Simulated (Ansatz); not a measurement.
# ReHO₄: one species, many methods

The task here is to estimate one member of a computed series from the others.

Method: functionals in def2-TZVPP, the program's frozen cores in correlated methods; program: Ansatz 0.2.0, Gaussian basis.

The runs, in order: LDA (SPW92), PBE-D4, revPBE-D4, BLYP-D4, r2SCAN-D4, B97M-V, PBE0-D4, B3LYP-D4, r2SCANh-D4, r2SCAN0-D4, HSE06-D4, BHLYP-D4, CAM-B3LYP-D4, LC-ωPBE, ωB97X-V, ωB97M-V, B2PLYP, PBE-QIDH; CCSD(T)/def2-SVP; CCSD(T)/def2-TZVPP; MP2/def2-QZVPP; extrapolation to the limit; RPA on PBE.

## The relaxed structure

All runs share one geometry, relaxed beforehand with PBE0-D4 in a triple-zeta def2 set. Re takes the def2 core potential; no spin-orbit term is included.

6 atoms, charge 0, spin multiplicity 1.

Atoms are counted from 1 here; the program's logs count them from 0.

Bond lengths: O1–Re2 1.694 Å, Re2–O3 1.694 Å, Re2–O4 1.693 Å, Re2–O5 1.862 Å, O5–H6 0.963 Å. Angles: O1–Re2–O3 108.5°, O1–Re2–O4 110.1°, O1–Re2–O5 110.4°, O3–Re2–O4 110.1°, O3–Re2–O5 110.4°, O4–Re2–O5 107.4°, Re2–O5–H6 121.4°.

As a file:

```csv
atom,x (Å),y (Å),z (Å)
O1,0.10793,-0.77248,1.65765
Re2,0.05383,-0.44012,-0.00243
O3,-1.44653,-0.94780,-0.60280
O4,1.30469,-1.25627,-0.79909
O5,0.29307,1.38124,-0.30828
H6,-0.31301,2.03543,0.05494
```

Set-up of the first run:

File in.yaml:

```yaml
crystal:
  periodic: [false, false, false]
  atoms:
    - {symbol: O, position_ang: [0.107932, -0.772484, 1.657647]}
    - {symbol: Re, position_ang: [0.053834, -0.440121, -0.002430]}
    - {symbol: O, position_ang: [-1.446528, -0.947797, -0.602803]}
    - {symbol: O, position_ang: [1.304694, -1.256270, -0.799093]}
    - {symbol: O, position_ang: [0.293074, 1.381241, -0.308284]}
    - {symbol: H, position_ang: [-0.313006, 2.035431, 0.054943]}
basis:
  gaussian: {orbitals: def2-TZVPP}
hamiltonian: {xc: lda}
output: {orbitals: {seedname: orbitals}}
```

Launch:

```
$ ansatz run in.yaml --threads 4 --pin off --events-out ev --progress --plain --max-ram 10444MiB
```

Among the steps run: LDA; PBE-D4 (GGA); revPBE-D4 (GGA); BLYP-D4 (GGA); r2SCAN-D4 (meta-GGA); B97M-V (meta-GGA); PBE0-D4 (hybrid); B3LYP-D4 (hybrid); r2SCANh-D4 (hybrid); r2SCAN0-D4 (hybrid); HSE06-D4 (hybrid); BHLYP-D4 (hybrid); CAM-B3LYP-D4 (range-separated); LC-ωPBE (range-separated); ωB97X-V (range-separated); ωB97M-V (range-separated); B2PLYP (double hybrid); PBE-QIDH (double hybrid).

One table of the session follows, with a row left open; its other results are not shown here.

It belongs to the step «Frontier levels by functional». 

| functional | HOMO (eV) | LUMO (eV) | gap (eV) |
| --- | --- | --- | --- |
| LDA (SPW92) | -8.35 | -3.81 | 4.54 |
| PBE-D4 | -8.09 | -3.55 | 4.54 |
| revPBE-D4 | -8.00 | -3.45 | 4.54 |
| BLYP-D4 | -7.99 | -3.48 | 4.51 |
| r2SCAN-D4 | -8.49 | -3.55 | 4.94 |
| B97M-V | -8.54 | -3.47 | 5.07 |
| PBE0-D4 | -9.74 | -2.86 | 6.88 |
| B3LYP-D4 | -9.48 | -3.11 | 6.38 |
| r2SCANh-D4 | -9.10 | -3.28 | 5.83 |
| r2SCAN0-D4 | -10.03 | -2.86 | 7.17 |
| HSE06-D4 | ? | ? | ? |
| BHLYP-D4 | -11.34 | -2.05 | 9.29 |
| CAM-B3LYP-D4 | -11.19 | -1.81 | 9.39 |
| LC-ωPBE | -12.49 | -0.61 | 11.87 |
| ωB97X-V | -12.14 | -0.67 | 11.47 |
| ωB97M-V | -12.08 | -0.69 | 11.39 |

**Question.** Estimate the row for HSE06-D4.

**Answer.** HOMO (eV): -9.34; LUMO (eV): -3.24; gap (eV): 6.09. In the column «HOMO (eV)» it lies between B3LYP-D4 (-9.48) and r2SCANh-D4 (-9.10).
